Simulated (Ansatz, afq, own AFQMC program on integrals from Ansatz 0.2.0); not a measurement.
**HSBr (triplet): AFQMC on the coupled-cluster ladder at distance Br1–H2 along a hydrogen transfer = 1.778 Å, cc-pVTZ**

How near does AFQMC come to the top of the ladder for HSBr (triplet)?

Program: Ansatz 0.2.0, Gaussian basis, and an in-house AFQMC program (afq) on its integrals; all values are calculated. Level of theory: cc-pVTZ, frozen cores. These are calculated values, not measurements.

The runs, in order: PBE (unrestricted); CCSD(T) on UHF; CCSDT(Q) on UHF; r2SCAN (unrestricted); PBE0 (unrestricted); B3LYP (unrestricted); wB97M-V (unrestricted); B2PLYP (unrestricted); Phaseless AFQMC, CISD trial on UHF.

### 1 What is computed

The geometry derives from fragments relaxed apart (PBE0/def2-TZVP) and kept rigid, so it is no stationary point. A hydrogen atom is moved between rigid fragments. No spin-orbit coupling is included. The filled d shell of Br may be among the frozen orbitals whatever the setting's name suggests; the logs give the count.

3 atoms, charge 0, spin multiplicity 3.

Atoms are counted from 1 here; the program's logs count them from 0.

Bond lengths: Br1–H2 1.778 Å, H2–S3 1.380 Å. Angles: Br1–H2–S3 180.0°.

### 2 PBE (unrestricted)

Input file in.yaml:

```yaml
crystal:
  periodic: [false, false, false]
  atoms:
    - {symbol: Br, position_ang: [0.000000, 0.000000, -1.645333]}
    - {symbol: H, position_ang: [0.000000, 0.000000, 0.132667]}
    - {symbol: S, position_ang: [0.000000, 0.000000, 1.512667]}
basis:
  gaussian: {orbitals: cc-pVTZ}
magnetization: {spin_polarized: true, initial_magnetization: 2}
hamiltonian: {xc: {name: PBE}}
output: {orbitals: {seedname: orbitals}}
```

The run is started by

```bash
ansatz run in.yaml --threads 1 --pin off --events-out ev --progress --plain --max-ram 5632MiB --backend cpu
```

Output:

```text
Functional definition: PBE
  name "PBE"
  cite "Perdew, Burke & Ernzerhof, Phys. Rev. Lett. 77, 3865 (1996) doi:10.1103/PhysRevLett.77.3865"
  parent pbe
  parameter kappa = 0.804
  parameter beta = 0.06672455060314922
  exchange = pbe_x(kappa = kappa, mu = beta*pi^2/3)
  correlation = pbe_c(beta = beta)
702 factors; their error is unknown
mean field evaluation 1: about -80881.5979 eV, gradient 8.9e0 eV
mean field evaluation 2: about -80880.6962 eV, gradient 1.3e1 eV
mean field evaluation 4: about -80882.0269 eV, gradient 1.7e0 eV
mean field evaluation 8: about -80882.0389 eV, gradient 7.0e-1 eV
mean field evaluation 16: about -80882.0262 eV, gradient 3.9e-4 eV
mean field evaluation 32: about -80881.9244 eV, gradient 4.6e-2 eV
mean field evaluation 64: about -80880.9473 eV, gradient 4.5e-6 eV
mean field evaluation 96: about -80882.0247 eV, gradient 9.1e-2 eV
mean field -80882.02622987 eV, -2972.3596401412 hartree, gradient 8.1e-6 eV, S^2 2.003881; 10 other end points of the search recorded, 0 dependent functions left out
reference -80882.02625837 eV, -2972.3596411887 hartree; 27, 25 occupied and 64, 66 virtual orbitals, 702 factors
Total energy: -80882.02625837 eV, -2972.3596411887 hartree
```

It took 12 s on 1 thread of AMD EPYC 7R13 (Zen 3), shared host; peak memory 1.8 GiB.

From the report: ⟨S²⟩ of the determinant 2.004 (pure triplet: 2.00).

### 3 CCSD(T) on UHF

in.yaml, as its differences from that of step 2:

```diff
@@ -9,3 +9,2 @@
 magnetization: {spin_polarized: true, initial_magnetization: 2}
-hamiltonian: {xc: {name: PBE}}
-output: {orbitals: {seedname: orbitals}}
+correlation: {method: ccsd_t, electrons: outside_noble_gas, hamiltonian_folder: ham}
```

The run is started by

```bash
ansatz run in.yaml --threads 1 --pin off --events-out ev --progress --plain --max-ram 16896MiB --backend cuda --devices 0, --max-vram 18GiB
```

Output, cut to the lines that bear on the results:

```text
Functional definition: HF
  name "HF"
  cite "Fock, Z. Phys. 61, 126 (1930) doi:10.1007/BF01340294"
  parent pbe
[...]
550 factors; integrals over basis functions are off by at most 1.4e-3 eV
[...]
mean field -80832.08145910 eV, -2970.5242036691 hartree, gradient 5.3e-6 eV, S^2 2.037689; 16 other end points of the search recorded, 0 dependent functions left out
determinant -80832.08145910 eV, -2970.5242036691 hartree, with singles and doubles -80841.43484307 eV, -2970.8679341901 hartree
determinant -80831.52656834 eV, -2970.5038118101 hartree, with singles and doubles -80840.83657304 eV, -2970.8459481720 hartree
determinant -80831.44624463 eV, -2970.5008599682 hartree, with singles and doubles -80840.69023134 eV, -2970.8405702137 hartree
determinant -80831.37180309 eV, -2970.4981242920 hartree, with singles and doubles -80840.74361696 eV, -2970.8425320992 hartree
19 core orbitals not correlated: weight in the atoms' cores, before any rotation towards them, 1.000 or more for the frozen orbitals, at most 0.000 for the correlated occupied ones
reference -80832.08145910 eV, -2970.5242036691 hartree; 8, 6 occupied and 64, 66 virtual orbitals, 550 factors
second order -8.21909656 eV of doubles, -0.00000000 eV of singles
cycle   1  -9.35358010 eV  change   -2.0e-4 eV  update   1.3e-3
[...]
cycle   8  -9.35419730 eV  change    1.5e-5 eV  update   5.8e-6
perturbative correction -0.35892392 eV, -0.0131902107 hartree
Total energy: -80841.79458032 eV, -2970.8811542901 hartree
```

It took 19 s on 1 × NVIDIA H100 80GB HBM3 with 1 thread of AMD EPYC 7R13 (Zen 3), shared host; peak host memory 1.8 GiB.

From the report: ⟨S²⟩ of the determinant 2.038 (pure triplet: 2.00); correlation -9.7131 eV; T1 0.015; largest double amplitude 0.05.

This run also writes the integrals to the folder ham.

### 4 CCSDT(Q) on UHF

in.yaml, as its differences from that of step 3:

```diff
@@ -9,2 +9,2 @@
 magnetization: {spin_polarized: true, initial_magnetization: 2}
-correlation: {method: ccsd_t, electrons: outside_noble_gas, hamiltonian_folder: ham}
+correlation: {method: ccsdt_q, electrons: outside_noble_gas}
```

Same command.

Output, cut to the lines that bear on the results:

```text
Functional definition: HF
  name "HF"
  cite "Fock, Z. Phys. 61, 126 (1930) doi:10.1007/BF01340294"
  parent pbe
[...]
1002 factors; integrals over basis functions are off by at most 2.6e-7 eV
[...]
mean field -80832.08147732 eV, -2970.5242043387 hartree, gradient 4.4e-6 eV, S^2 2.037689; 16 other end points of the search recorded, 0 dependent functions left out
determinant -80832.08147732 eV, -2970.5242043387 hartree, with singles and doubles -80841.43486259 eV, -2970.8679349076 hartree
determinant -80831.52658954 eV, -2970.5038125889 hartree, with singles and doubles -80840.83659351 eV, -2970.8459489243 hartree
determinant -80831.44626708 eV, -2970.5008607931 hartree, with singles and doubles -80840.69025534 eV, -2970.8405710957 hartree
determinant -80831.37181998 eV, -2970.4981249126 hartree, with singles and doubles -80840.74362625 eV, -2970.8425324404 hartree
19 core orbitals not correlated: weight in the atoms' cores, before any rotation towards them, 1.000 or more for the frozen orbitals, at most 0.000 for the correlated occupied ones
reference -80832.08147732 eV, -2970.5242043387 hartree; 8, 6 occupied and 64, 66 virtual orbitals, 1002 factors
second order -8.21913692 eV of doubles, -0.00000000 eV of singles
cycle   1  -9.04696050 eV  change   -8.3e-1 eV  update   8.2e-2
[...]
cycle  19  -9.75351341 eV  change   -3.7e-7 eV  update   3.1e-7
perturbative correction -0.01527985 eV, -0.0005615240 hartree
Total energy: -80841.85027058 eV, -2970.8832008695 hartree
```

Wall time 35 s (1 × NVIDIA H100 80GB HBM3 with 1 thread of AMD EPYC 7R13 (Zen 3), shared host); peak host memory 1.8 GiB.

From the report: ⟨S²⟩ of the determinant 2.038 (pure triplet: 2.00); correlation -9.7688 eV; T1 0.017; largest double amplitude 0.06.

### 5 r2SCAN (unrestricted)

in.yaml, as its differences from that of step 4:

```diff
@@ -9,2 +9,2 @@
 magnetization: {spin_polarized: true, initial_magnetization: 2}
-correlation: {method: ccsdt_q, electrons: outside_noble_gas}
+hamiltonian: {xc: {name: r2SCAN}}
```

The run is started by

```bash
ansatz run in.yaml --threads 1 --pin off --events-out ev --progress --plain --max-ram 5632MiB --backend cpu
```

Output, cut to the lines that bear on the results:

```text
Functional definition: r2SCAN
  name "r2SCAN"
  cite "Furness, Kaplan, Ning, Perdew & Sun, J. Phys. Chem. Lett. 11, 8208 (2020) doi:10.1021/acs.jpclett.0c02405"
  cite "Furness, Kaplan, Ning, Perdew & Sun, J. Phys. Chem. Lett. 11, 9248 (2020) doi:10.1021/acs.jpclett.0c03077"
  parent r2scan
[...]
702 factors; their error is unknown
[...]
mean field -80895.95475625 eV, -2972.8715040447 hartree, gradient 9.0e-6 eV, S^2 2.010760; 16 other end points of the search recorded, 0 dependent functions left out
reference -80895.95476500 eV, -2972.8715043662 hartree; 27, 25 occupied and 64, 66 virtual orbitals, 702 factors
Total energy: -80895.95476500 eV, -2972.8715043662 hartree
```

Run time: 43 s. Hardware: 1 thread of AMD EPYC 7R13 (Zen 3), shared host; peak memory 1.8 GiB.

From the report: ⟨S²⟩ of the determinant 2.011 (pure triplet: 2.00).

### 6 PBE0 (unrestricted)

in.yaml, as its differences from that of step 5:

```diff
@@ -9,2 +9,3 @@
 magnetization: {spin_polarized: true, initial_magnetization: 2}
-hamiltonian: {xc: {name: r2SCAN}}
+hamiltonian: {xc: {name: PBE0}}
+output: {orbitals: {seedname: orbitals}}
```

Same command.

Output, cut to the lines that bear on the results:

```text
Functional definition: PBE0
  name "PBE0"
  cite "Adamo & Barone, J. Chem. Phys. 110, 6158 (1999) doi:10.1063/1.478522"
  cite "Perdew, Burke & Ernzerhof, Phys. Rev. Lett. 77, 3865 (1996) doi:10.1103/PhysRevLett.77.3865"
  parent pbe
[...]
550 factors; integrals over basis functions are off by at most 1.4e-3 eV
[...]
mean field -80885.19046302 eV, -2972.4759235646 hartree, gradient 1.9e-6 eV, S^2 2.010252; 6 other end points of the search recorded, 0 dependent functions left out
reference -80885.19048450 eV, -2972.4759243539 hartree; 27, 25 occupied and 64, 66 virtual orbitals, 550 factors
Total energy: -80885.19048450 eV, -2972.4759243539 hartree
```

Wall time 13 s (1 thread of AMD EPYC 7R13 (Zen 3), shared host); peak memory 1.8 GiB.

From the report: ⟨S²⟩ of the determinant 2.010 (pure triplet: 2.00).

### 7 B3LYP (unrestricted)

in.yaml, as its differences from that of step 6:

```diff
@@ -9,3 +9,2 @@
 magnetization: {spin_polarized: true, initial_magnetization: 2}
-hamiltonian: {xc: {name: PBE0}}
-output: {orbitals: {seedname: orbitals}}
+hamiltonian: {xc: {name: B3LYP}}
```

Launched as before.

Output, cut to the lines that bear on the results:

```text
Functional definition: B3LYP
  name "B3LYP"
  cite "Stephens, Devlin, Chabalowski & Frisch, J. Phys. Chem. 98, 11623 (1994) doi:10.1021/j100096a001"
  cite "Becke, Phys. Rev. A 38, 3098 (1988) doi:10.1103/PhysRevA.38.3098"
  cite "Lee, Yang & Parr, Phys. Rev. B 37, 785 (1988) doi:10.1103/PhysRevB.37.785"
  cite "Vosko, Wilk & Nusair, Can. J. Phys. 58, 1200 (1980) doi:10.1139/p80-159"
[...]
550 factors; integrals over basis functions are off by at most 1.4e-3 eV
[...]
mean field -80898.50266845 eV, -2972.9651380910 hartree, gradient 3.1e-6 eV, S^2 2.007593; 11 other end points of the search recorded, 0 dependent functions left out
reference -80898.50286918 eV, -2972.9651454678 hartree; 27, 25 occupied and 64, 66 virtual orbitals, 550 factors
Total energy: -80898.50286918 eV, -2972.9651454678 hartree
```

It took 20 s on 1 thread of AMD EPYC 7R13 (Zen 3), shared host; peak memory 1.8 GiB.

From the report: ⟨S²⟩ of the determinant 2.008 (pure triplet: 2.00).

### 8 wB97M-V (unrestricted)

in.yaml, as its differences from that of step 7:

```diff
@@ -9,2 +9,3 @@
 magnetization: {spin_polarized: true, initial_magnetization: 2}
-hamiltonian: {xc: {name: B3LYP}}
+hamiltonian: {xc: {name: wB97M-V}}
+output: {orbitals: {seedname: orbitals}}
```

Same command.

Output, cut to the lines that bear on the results:

```text
Functional definition: wB97M-V
  name "wB97M-V"
  cite "Mardirossian & Head-Gordon, J. Chem. Phys. 144, 214110 (2016) doi:10.1063/1.4952647"
  cite "Becke, J. Chem. Phys. 107, 8554 (1997) doi:10.1063/1.475007"
  cite "Vydrov & Van Voorhis, J. Chem. Phys. 133, 244103 (2010) doi:10.1063/1.3521275"
  # Of w^i u^j: cxij and so on, Table III.
[...]
  gx(w, u) = 1 - cx + cx01*u + cx10*w
  gss(w, u) = css00 + css04*u^4 + css10*w + css20*w^2 + css43*w^4*u^3
  gos(w, u) = cos00 + cos10*w + (cos20 + cos21*u)*w^2 + (cos60 + cos61*u)*w^6
[...]
      + integral(e_c_pw_mod_opposite_spin*gos(b97_w_opposite, b97_u_opposite)) + vv10(b, c)
550 factors; integrals over basis functions are off by at most 1.4e-3 eV
116 factors; integrals over basis functions are off by at most 4.9e-5 eV
[...]
mean field -80892.38423752 eV, -2972.7402899016 hartree, gradient 1.5e-5 eV, S^2 2.008867; 5 other end points of the search recorded, 0 dependent functions left out
reference -80892.38426850 eV, -2972.7402910401 hartree; 27, 25 occupied and 64, 66 virtual orbitals, 550 factors
Total energy: -80892.38426850 eV, -2972.7402910401 hartree
```

It took 33 s on 1 thread of AMD EPYC 7R13 (Zen 3), shared host; peak memory 1.8 GiB.

From the report: ⟨S²⟩ of the determinant 2.009 (pure triplet: 2.00).

### 9 B2PLYP (unrestricted)

in.yaml, as its differences from that of step 8:

```diff
@@ -9,3 +9,3 @@
 magnetization: {spin_polarized: true, initial_magnetization: 2}
-hamiltonian: {xc: {name: wB97M-V}}
-output: {orbitals: {seedname: orbitals}}
+hamiltonian: {xc: {name: B2PLYP}}
+correlation: {electrons: outside_noble_gas}
```

Same command.

Output, cut to the lines that bear on the results:

```text
Functional definition: B2PLYP
  name "B2PLYP"
  cite "Grimme, J. Chem. Phys. 124, 034108 (2006) doi:10.1063/1.2148954"
  cite "Becke, Phys. Rev. A 38, 3098 (1988) doi:10.1103/PhysRevA.38.3098"
  cite "Lee, Yang & Parr, Phys. Rev. B 37, 785 (1988) doi:10.1103/PhysRevB.37.785"
[...]
550 factors; integrals over basis functions are off by at most 1.4e-3 eV
[...]
mean field -80879.52050577 eV, -2972.2675564792 hartree, gradient 2.2e-6 eV, S^2 2.017309; 10 other end points of the search recorded, 0 dependent functions left out
19 core orbitals not correlated: weight in the atoms' cores, before any rotation towards them, 1.000 or more for the frozen orbitals, at most 0.000 for the correlated occupied ones
reference -80879.52063409 eV, -2972.2675611946 hartree; 8, 6 occupied and 64, 66 virtual orbitals, 550 factors
second order -10.15164000 eV of doubles, -0.00000000 eV of singles
Total energy: -80882.26157689 eV, -2972.3682889846 hartree
```

Run time: 18 s. Hardware: 1 thread of AMD EPYC 7R13 (Zen 3), shared host; peak memory 1.8 GiB.

From the report: ⟨S²⟩ of the determinant 2.017 (pure triplet: 2.00).

### 10 Phaseless AFQMC, CISD trial on UHF

It reads the integrals that the CCSD(T) run on this determinant wrote.

The run is started by

```bash
afq ham --method phaseless --trial cisd --walkers 2600 --populations 20 --least-time 60 --time-step 0.005 --steps-per-block 50 --equilibration-blocks 28 --max-blocks 4000 --target-error 0.00022 --factor-cut 1e-05 --start spin_pure --seed 8988 --release-times 0.24,0.51,0.99,1.62,2.4 --release-step 0.03 --release-every 3 --taylor-order 6
```

Output:

```text
orbitals 72  electrons 8 6  factors 483 of 550
reference energy -2970.52420367 Eh
CCSD correlation -0.34376066 Eh in 12 cycles, weight of the determinant in the CISD state 0.8545
energy of the start -2970.866154 Eh
 block  time / (1/Eh)  mean weight  energy / Eh
     1     0.250  1.0000  -2970.861009
     2     0.500  0.9998  -2970.865651
     3     0.750  1.0001  -2970.869943
     4     1.000  0.9999  -2970.873817
     5     1.250  1.0001  -2970.876302
     6     1.500  0.9999  -2970.879139
     7     1.750  0.9998  -2970.880340
     8     2.000  0.9997  -2970.881220
     9     2.250  1.0002  -2970.881963
    10     2.500  1.0001  -2970.882322
    11     2.750  1.0002  -2970.882432
    12     3.000  0.9997  -2970.881729
    13     3.250  0.9996  -2970.882300
    14     3.500  0.9999  -2970.881252
    15     3.750  0.9998  -2970.882244
    16     4.000  0.9999  -2970.882385
    17     4.250  1.0001  -2970.882553
    18     4.500  1.0001  -2970.881998
    19     4.750  1.0005  -2970.882354
    20     5.000  1.0003  -2970.883106
    21     5.250  1.0002  -2970.882661
    22     5.500  1.0003  -2970.882635
    23     5.750  0.9999  -2970.883933
    24     6.000  1.0002  -2970.883467
    25     6.250  0.9998  -2970.882549
    26     6.500  0.9999  -2970.882436
    27     6.750  1.0006  -2970.882308
    28     7.000  1.0001  -2970.882316
    29     7.250  1.0000  -2970.882298
    30     7.500  0.9997  -2970.881778
    31     7.750  1.0003  -2970.882147
    32     8.000  0.9996  -2970.881908
    33     8.250  0.9996  -2970.881982
    34     8.500  1.0003  -2970.882472
    35     8.750  1.0002  -2970.881870
    36     9.000  1.0002  -2970.882094
    37     9.250  0.9999  -2970.882179
    38     9.500  1.0000  -2970.882277
    39     9.750  1.0007  -2970.883297
    40    10.000  0.9998  -2970.883560
    41    10.250  1.0003  -2970.883033
    42    10.500  1.0003  -2970.882096
    43    10.750  1.0003  -2970.881939
    44    11.000  1.0002  -2970.882502
    45    11.250  1.0005  -2970.882599
    46    11.500  1.0001  -2970.882624
    47    11.750  0.9998  -2970.881504
    48    12.000  0.9998  -2970.880260
    49    12.250  1.0000  -2970.880959
    50    12.500  1.0002  -2970.881202
    51    12.750  1.0000  -2970.882122
    52    13.000  0.9997  -2970.882210
    53    13.250  0.9995  -2970.882474
    54    13.500  0.9993  -2970.881888
    55    13.750  1.0000  -2970.881840
    56    14.000  1.0004  -2970.882272
    57    14.250  1.0006  -2970.881959
    58    14.500  0.9999  -2970.881952
    59    14.750  1.0001  -2970.883156
    60    15.000  0.9997  -2970.883003
    61    15.250  0.9999  -2970.882871
    62    15.500  0.9998  -2970.883437
    63    15.750  1.0004  -2970.883265
    64    16.000  0.9999  -2970.883913
    65    16.250  1.0002  -2970.882528
    66    16.500  0.9997  -2970.882317
    67    16.750  1.0000  -2970.880867
    68    17.000  0.9997  -2970.881576
    69    17.250  1.0001  -2970.880706
    70    17.500  1.0005  -2970.882832
    71    17.750  1.0001  -2970.880851
    72    18.000  1.0002  -2970.882115
    73    18.250  1.0005  -2970.882308
    74    18.500  1.0004  -2970.881885
    75    18.750  1.0000  -2970.883731
    76    19.000  1.0005  -2970.882628
    77    19.250  1.0003  -2970.883623
    78    19.500  0.9993  -2970.884086
error from the spread of 20 populations
released: time / (1/Eh)  energy / Eh  error  mean overlap
  0.24  -2970.882373  0.000461  0.9952
  0.51  -2970.883126  0.000182  0.9916
  0.99  -2970.883300  0.000182  0.9876
  1.62  -2970.883005  0.000211  0.9828
  2.40  -2970.883276  0.000393  0.9792
energy -2970.882300 +/- 0.000140 Eh
```

It took 2.1 min on 1 × NVIDIA H100 80GB HBM3 with 2 threads of AMD EPYC 7R13 (Zen 3), shared host; peak host memory 1.8 GiB.

Energy -80841.8258 ± 0.0038 eV. Caveats: constraint bias not in the error.

### 11 All levels side by side

On the UHF determinant, counted from CCSDT(Q) (a yardstick, not exact):

```
                                                level  energy (eV)  from CCSDT(Q) (kcal/mol)  statistical error (kcal/mol)     time
                                                   HF  -80832.0815                   +225.27                                       
                                                  MP2  -80840.3006                    +35.74                                       
                                                 CCSD  -80841.4357                     +9.56                                       
                                              CCSD(T)  -80841.7946                     +1.28                                       
                                             CCSDT(Q)  -80841.8503                      0.00                                       
Phaseless AFQMC, CISD trial, step 0.005, 2600 walkers  -80841.8258                     +0.57                          0.09  2.1 min
```

The functionals' totals stand on their own zeros and serve differences with other points: PBE -80882.026 eV; r2SCAN -80895.955 eV; PBE0 -80885.190 eV; B3LYP -80898.503 eV; wB97M-V -80892.384 eV; B2PLYP -80882.262 eV.

### 12 Results

```
                                        quantity                  value
                    CCSD(T) on UHF from CCSDT(Q)         +1.28 kcal/mol
Phaseless AFQMC, CISD trial on UHF from CCSDT(Q)  +0.57 ± 0.09 kcal/mol
```

On UHF the phaseless walk with the CISD trial lies +0.57 kcal/mol from CCSDT(Q), 6 times its error bar. Error bars are statistical and leave out the constraint, the time step and what remains of the start.
